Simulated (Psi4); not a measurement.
# A workflow on SiAsH5 (SMILES [SiH3][AsH2])

Aim: a series of 9 runs (PBE0-D4/def2-TZVP, PBE-D4/def2-TZVPP, r2SCAN-D4/def2-TZVPP, B3LYP-D4/def2-TZVPP, PBE0-D4/def2-TZVPP, wB97M-V/def2-TZVPP, CCSD(T)/def2-TZVPP, MP2/def2-QZVPP) of SiAsH5. 

The results are computed with Psi4 1.11.

## 1. The structure to begin with

SiAsH5: 7 atoms, total charge 0, spin state singlet. As SMILES, `[SiH3][AsH2]`. The run starts from this shape.

Bond lengths: Si1–As2 2.365 Å, Si1–H3 1.486 Å, Si1–H4 1.486 Å, Si1–H5 1.486 Å, As2–H6 1.523 Å, As2–H7 1.523 Å. Angles: Si1–As2–H6 92.0°, Si1–As2–H7 92.2°, As2–Si1–H3 108.2°, As2–Si1–H4 108.3°, As2–Si1–H5 113.3°, H6–As2–H7 92.2°, H3–Si1–H4 108.8°, H3–Si1–H5 109.1°, H4–Si1–H5 109.0°.

## 2. A geometry optimisation at PBE0-D4/def2-TZVP (density fitting) (run 2)

The input, calc.dat:

```
memory 3.3 GB

molecule {
  0 1
  Si    -0.576930    -0.489310    -0.417310
  As     0.969560     0.221300     1.225100
  H     -1.914070    -0.599180     0.222200
  H     -0.163400    -1.833510    -0.897950
  H     -0.668250     0.433610    -1.578100
  H      0.432420     1.645810     1.192200
  H      2.028440     0.532920     0.176150
  symmetry c1
}

set {
  basis                   def2-TZVP
  scf_type                df
  geom_maxiter            50
  max_force_g_convergence 0.0002
}

energy_value, wavefunction = opt("pbe0-d4", return_wfn=True)
```

Started as:

```
$ psi4 -n 2 calc.dat calc.out
```

calc.out, cut to the lines that bear on the results:

```text
[...]
  Running in c1 symmetry.
[...]
  Nuclear repulsion =  164.645085454933934
[...]
  Multiplicity = 1
[...]
  Nalpha       = 26
  Nbeta        = 26
[...]
    Number of basis functions: 115
[...]
   @DF-RKS iter   1: -2526.60544476936866   -1.97821e+00   2.45076e-02 ADIIS/DIIS
[...]
   @DF-RKS iter  11: -2527.97999053795593   -2.72848e-12   2.40693e-09 DIIS
[...]
    Orbital Energies [Eh]
    ---------------------
    Doubly Occupied:
       1A   -426.223892     2A    -66.249866     3A    -53.974666
       4A    -48.221247     5A    -48.221017     6A    -48.220032
       7A     -7.058637     8A     -5.332129     9A     -5.099631
      10A     -5.098615    11A     -5.095314    12A     -3.666179
      13A     -3.665146    14A     -3.665038    15A     -1.661492
      16A     -1.661024    17A     -1.658679    18A     -1.657613
      19A     -1.656318    20A     -0.656228    21A     -0.538691
      22A     -0.393180    23A     -0.372716    24A     -0.355016
      25A     -0.327766    26A     -0.277368
[...]
  @DF-RKS Final Energy: -2527.97999053795593
   => Energetics <=
    Nuclear Repulsion Energy =            164.6450854549339340
    One-Electron Energy =               -3847.4742045004068132
    Two-Electron Energy =                1234.4128805759614806
    DFT Exchange-Correlation Energy =     -79.5598888235419679
    Empirical Dispersion Energy =          -0.0038632449026601
    VV10 Nonlocal Energy =                  0.0000000000000000
    Total Energy =                      -2527.9799905379559277
[...]
 Multipole Moments:
 ------------------------------------------------------------------------------------
     Multipole            Electronic (a.u.)      Nuclear  (a.u.)        Total (a.u.)
 ------------------------------------------------------------------------------------
 L = 1.  Multiply by 2.5417464519 to convert [e a0] to [Debye]
 Dipole X            :          6.5015302           -6.5150818           -0.0135516
 Dipole Y            :          1.6951831           -1.6018572            0.0933259
 Dipole Z            :          8.3108646           -8.4358111           -0.1249465
 Magnitude           :                                                    0.1565407
[...]
  -Total Gradient:
     Atom            X                  Y                   Z
    ------   -----------------  -----------------  -----------------
       1        0.000029889476    -0.000057819594     0.000099575245
       2        0.000011076336     0.000039376744    -0.000043650824
       3       -0.000015751301    -0.000002315489     0.000012468278
       4       -0.000036169473    -0.000014483815    -0.000043888670
       5        0.000053224017     0.000051831852    -0.000002906206
       6       -0.000036943452    -0.000010238559    -0.000016228701
       7        0.000007011167    -0.000006028152     0.000013958926
[...]
    Final optimized geometry and variables:
    Molecular point group: c1
    Full point group: C1
    Geometry (in Angstrom), charge = 0, multiplicity = 1:
    SI          -1.097722938439    -0.517769159793    -1.151242672892
    AS           0.448767061561     0.192840840207     0.491167327108
    H           -2.434862938439    -0.627639159793    -0.511732672892
    H           -0.684192938439    -1.861969159793    -1.631882672892
    H           -1.189042938439     0.405150840207    -2.312032672892
    H           -0.088372938439     1.617350840207     0.458267327108
    H            1.507647061561     0.504460840207    -0.557782672892
    Psi4 run time: 0:00:10.06
```

On the terminal:

```text
Optimizer: Optimization complete!
```

It took 12 s on 2 threads of Intel Xeon Platinum 8259CL at 2.50GHz (Skylake/Cascade Lake), shared host; peak memory 0.76 GiB.

## 3. Vibrational wavenumbers at PBE0-D4/def2-TZVP (density fitting) (run 3)

The input, calc.dat:

```
memory 3300 MB

molecule m {
  Si    -0.576930    -0.489310    -0.417310
  As     0.969560     0.221300     1.225100
  H     -1.914070    -0.599180     0.222200
  H     -0.163400    -1.833510    -0.897950
  H     -0.668250     0.433610    -1.578100
  H      0.432420     1.645810     1.192200
  H      2.028440     0.532920     0.176150
  units angstrom
  symmetry c1
}

set {
  basis                      def2-TZVP
  scf_type                   df
  rotational_symmetry_number 1
}

e_tot = freq('pbe0-d4')
```

Started as:

```
$ psi4 calc.dat calc.out -n 2
```

calc.out, cut to the lines that bear on the results:

```text
[...]
  Running in c1 symmetry.
[...]
  Nuclear repulsion =  164.645085454933906
[...]
  Multiplicity = 1
[...]
  Nalpha       = 26
  Nbeta        = 26
[...]
    Number of basis functions: 115
[...]
   @DF-RKS iter   1: -2526.60544476862378   -1.97821e+00   2.45076e-02 ADIIS/DIIS
[...]
   @DF-RKS iter  11: -2527.97998995318585    4.54747e-13   2.41306e-09 DIIS
[...]
  @DF-RKS Final Energy: -2527.97998995318585
   => Energetics <=
    Nuclear Repulsion Energy =            164.6348642446973827
    One-Electron Energy =               -3847.4530665752599816
    Two-Electron Energy =                1234.4017389138773524
    DFT Exchange-Correlation Energy =     -79.5596633569709013
    Empirical Dispersion Energy =          -0.0038631795300740
    VV10 Nonlocal Energy =                  0.0000000000000000
    Total Energy =                      -2527.9799899531863048
[...]
  -Total Gradient:
     Atom            X                  Y                   Z
    ------   -----------------  -----------------  -----------------
       1        0.000066728939    -0.000085790999     0.000077692240
       2       -0.000317755740     0.000031922108     0.000249256329
       3       -0.000008486126     0.000003516964     0.000020230630
       4       -0.000046888519    -0.000018495054    -0.000050811759
       5        0.000053261355     0.000052890461    -0.000002912167
       6       -0.000044019821    -0.000016617512     0.000043150302
       7        0.000309457905     0.000032848743    -0.000317231753
[...]
  ==> Harmonic Vibrational Analysis <==
[...]
  Freq [cm^-1]                 153.6316            361.5952            437.6852
[...]
  IR activ [km/mol]             0.1000              1.1301             14.3392
[...]
  Freq [cm^-1]                 454.1560            670.2929            720.9805
[...]
  IR activ [km/mol]            10.5246             25.0500              2.3379
[...]
  Freq [cm^-1]                 887.2863            936.8665            944.9291
[...]
  IR activ [km/mol]            288.8421            34.5956             37.6572
[...]
  Freq [cm^-1]                 984.2546           2206.2205           2215.9430
[...]
  IR activ [km/mol]            20.6005             36.6599             21.9858
[...]
  Freq [cm^-1]                2219.4217           2233.5660           2235.0880
[...]
  IR activ [km/mol]            67.2889             112.4212            138.2002
[...]
```

On the terminal:

```text
Warning: used thermodynamics relations inappropriate for low-frequency modes: ['153.6316' '361.5952' '437.6852' '454.1560']
```

It took 3.9 min on 2 threads of Intel Xeon Platinum 8259CL at 2.50GHz (Skylake/Cascade Lake), shared host; peak memory 0.87 GiB.

Run 4 isn't shown in full; the table further down has it.

## 4. A single-point energy at r2SCAN-D4/def2-TZVPP (density fitting) (run 5)

The input, job.inp:

```
memory 3300 mb

molecule {
  Si    -0.576930    -0.489310    -0.417310
  As     0.969560     0.221300     1.225100
  H     -1.914070    -0.599180     0.222200
  H     -0.163400    -1.833510    -0.897950
  H     -0.668250     0.433610    -1.578100
  H      0.432420     1.645810     1.192200
  H      2.028440     0.532920     0.176150
  units angstrom
  symmetry c1
}

set reference rks
set scf_type df
set dft_radial_points 99
set dft_spherical_points 590

E, wfn = energy("r2scan-d4/def2-TZVPP", return_wfn=True)
print_variables()
```

Started as:

```
$ psi4 -i job.inp -o job.out -n 2
```

job.out, cut to the lines that bear on the results:

```text
[...]
  Running in c1 symmetry.
[...]
  Nuclear repulsion =  164.645085454933934
[...]
  Multiplicity = 1
[...]
  Nalpha       = 26
  Nbeta        = 26
[...]
    Number of basis functions: 160
[...]
   @DF-RKS iter   1: -2526.86592985841571   -1.72222e+00   1.82823e-02 ADIIS/DIIS
[...]
   @DF-RKS iter   8: -2528.33833445472328   -1.75670e-07   7.52875e-07 DIIS
[...]
    Orbital Energies [Eh]
    ---------------------
    Doubly Occupied:
       1A   -425.245692     2A    -65.825407     3A    -53.633353
       4A    -47.888472     5A    -47.888207     6A    -47.887285
       7A     -6.923304     8A     -5.205882     9A     -4.960514
      10A     -4.959293    11A     -4.955888    12A     -3.547522
      13A     -3.546354    14A     -3.546259    15A     -1.536881
      16A     -1.536382    17A     -1.534110    18A     -1.533068
      19A     -1.531835    20A     -0.607148    21A     -0.491914
      22A     -0.357926    23A     -0.336521    24A     -0.319894
      25A     -0.296272    26A     -0.248191
[...]
  @DF-RKS Final Energy: -2528.33833445472328
   => Energetics <=
    Nuclear Repulsion Energy =            164.6450854549339340
    One-Electron Energy =               -3847.5049946757135331
    Two-Electron Energy =                1260.3184606808695207
    DFT Exchange-Correlation Energy =    -105.7958603296652029
    Empirical Dispersion Energy =          -0.0010255851478567
    VV10 Nonlocal Energy =                  0.0000000000000000
    Total Energy =                      -2528.3383344547232809
[...]
 Multipole Moments:
 ------------------------------------------------------------------------------------
     Multipole            Electronic (a.u.)      Nuclear  (a.u.)        Total (a.u.)
 ------------------------------------------------------------------------------------
 L = 1.  Multiply by 2.5417464519 to convert [e a0] to [Debye]
 Dipole X            :          6.4984160           -6.5150818           -0.0166658
 Dipole Y            :          1.6965757           -1.6018572            0.0947186
 Dipole Z            :          8.3045489           -8.4358111           -0.1312622
 Magnitude           :                                                    0.1627241
[...]
```

Run time: 36 s. Hardware: 2 threads of Intel Xeon Platinum 8259CL at 2.50GHz (Skylake/Cascade Lake), shared host; peak memory 2.1 GiB.

Runs 6 to 9 aren't shown in full; the table further down has their settings and results.

## 5. The energy at MP2/def2-QZVPP (density fitting, density fitting for correlation) (run 10)

The input, input.dat:

```
memory 3.3 GB

molecule m {
  0 1
  Si    -0.576930    -0.489310    -0.417310
  As     0.969560     0.221300     1.225100
  H     -1.914070    -0.599180     0.222200
  H     -0.163400    -1.833510    -0.897950
  H     -0.668250     0.433610    -1.578100
  H      0.432420     1.645810     1.192200
  H      2.028440     0.532920     0.176150
  units angstrom
  symmetry c1
}

set {
  basis           def2-QZVPP
  scf_type        df
  num_frozen_docc 14
}

energy("mp2")
```

Started as:

```
$ psi4 input.dat output.dat -n 2
```

output.dat, cut to the lines that bear on the results:

```text
[...]
  Running in c1 symmetry.
[...]
  Nuclear repulsion =  164.645085454933934
[...]
  Multiplicity = 1
[...]
  Nalpha       = 26
  Nbeta        = 26
[...]
    Number of basis functions: 309
[...]
   @DF-RHF iter   1: -2524.87457201560846   -2.88435e+00   9.88887e-03 ADIIS/DIIS
[...]
   @DF-RHF iter  11: -2526.10447959156727   -4.91127e-11   6.34620e-09 DIIS
[...]
    Orbital Energies [Eh]
    ---------------------
    Doubly Occupied:
       1A   -432.567931     2A    -68.786050     3A    -56.292184
       4A    -50.137153     5A    -50.137054     6A    -50.136637
       7A     -8.013320     8A     -6.132922     9A     -5.867913
      10A     -5.867167    11A     -5.864847    12A     -4.239379
      13A     -4.239052    14A     -4.238913    15A     -2.101908
      16A     -2.100978    17A     -2.098309    18A     -2.097244
      19A     -2.095460    20A     -0.834802    21A     -0.697857
      22A     -0.513496    23A     -0.497332    24A     -0.474992
      25A     -0.429243    26A     -0.363933
[...]
  @DF-RHF Final Energy: -2526.10447959156727
   => Energetics <=
    Nuclear Repulsion Energy =            164.6450854549339340
    One-Electron Energy =               -3847.8469733141077995
    Two-Electron Energy =                1157.0974082676066246
    Total Energy =                      -2526.1044795915672694
[...]
 Multipole Moments:
 ------------------------------------------------------------------------------------
     Multipole            Electronic (a.u.)      Nuclear  (a.u.)        Total (a.u.)
 ------------------------------------------------------------------------------------
 L = 1.  Multiply by 2.5417464519 to convert [e a0] to [Debye]
 Dipole X            :          6.4565888           -6.5150818           -0.0584930
 Dipole Y            :          1.6819112           -1.6018572            0.0800540
 Dipole Z            :          8.2544048           -8.4358111           -0.1814063
 Magnitude           :                                                    0.2067325
[...]
```

Wall time 9.3 s (2 threads of Intel Xeon Platinum 8259CL at 2.50GHz (Skylake/Cascade Lake), shared host); peak memory 0.91 GiB.

## 6. The series

| run | level | task | geom maxiter | energy (Eh) | dipole moment (D) | HOMO energy (eV) | LUMO energy (eV) | wall time |
| --- | --- | --- | --- | --- | --- | --- | --- | --- |
| 2 | PBE0-D4/def2-TZVP (density fitting) | optimise | 50 | -2527.979991 | 0.40 | -7.55 | 0.18 | 12 s |
| 3 | PBE0-D4/def2-TZVP (density fitting) | frequencies | – | -2527.979991 | 0.40 | – | – | 3.9 min |
| 4 | PBE-D4/def2-TZVPP (density fitting) | energy | – | -2527.882004 | 0.32 | -6.49 | -0.63 | 14 s |
| 5 | r2SCAN-D4/def2-TZVPP (density fitting) | energy | – | -2528.338334 | 0.41 | -6.75 | -0.31 | 36 s |
| 6 | B3LYP-D4/def2-TZVPP (density fitting) | energy | – | -2528.455351 | 0.30 | -7.34 | -0.03 | 13 s |
| 7 | PBE0-D4/def2-TZVPP (density fitting) | properties | – | -2527.980974 | 0.39 | -7.55 | 0.18 | 14 s |
| 8 | wB97M-V/def2-TZVPP (density fitting) | energy | – | -2528.208652 | 0.34 | -9.68 | 1.79 | 48 s |
| 9 | CCSD(T)/def2-TZVPP (density fitting, density fitting for correlation) | energy | – | -2526.511107 | – | -9.88 | 3.11 | 98 s |
| 10 | MP2/def2-QZVPP (density fitting, density fitting for correlation) | energy | – | -2526.806986 | – | -9.90 | 2.30 | 9.3 s |

## 7. What came out

| quantity | value |
| --- | --- |
| run 10, MP2/def2-QZVPP: total energy | -2526.80699 Eh |
| run 10, MP2/def2-QZVPP: HOMO energy (Hartree–Fock orbitals) | -9.90 eV |
| run 10, MP2/def2-QZVPP: LUMO energy (Hartree–Fock orbitals) | 2.30 eV |
| run 10, MP2/def2-QZVPP: HOMO–LUMO gap (Hartree–Fock orbitals) | 12.20 eV |
| run 10, MP2/def2-QZVPP: correlation energy (14 core orbitals frozen) | -702.5 mEh |

Over runs 2, 3, 4, 5, 6, 7, 8 the dipole moment (its size) runs from 0.30 D (B3LYP-D4/def2-TZVPP) to 0.41 D (r2SCAN-D4/def2-TZVPP). Over runs 2, 4, 5, 6, 7, 8 the HOMO–LUMO gap runs from 5.86 eV (PBE-D4/def2-TZVPP) to 11.47 eV (wB97M-V/def2-TZVPP). Totals of different functionals can't be ranked against each other. All runs together took 8 min, the longest 3.9 min.
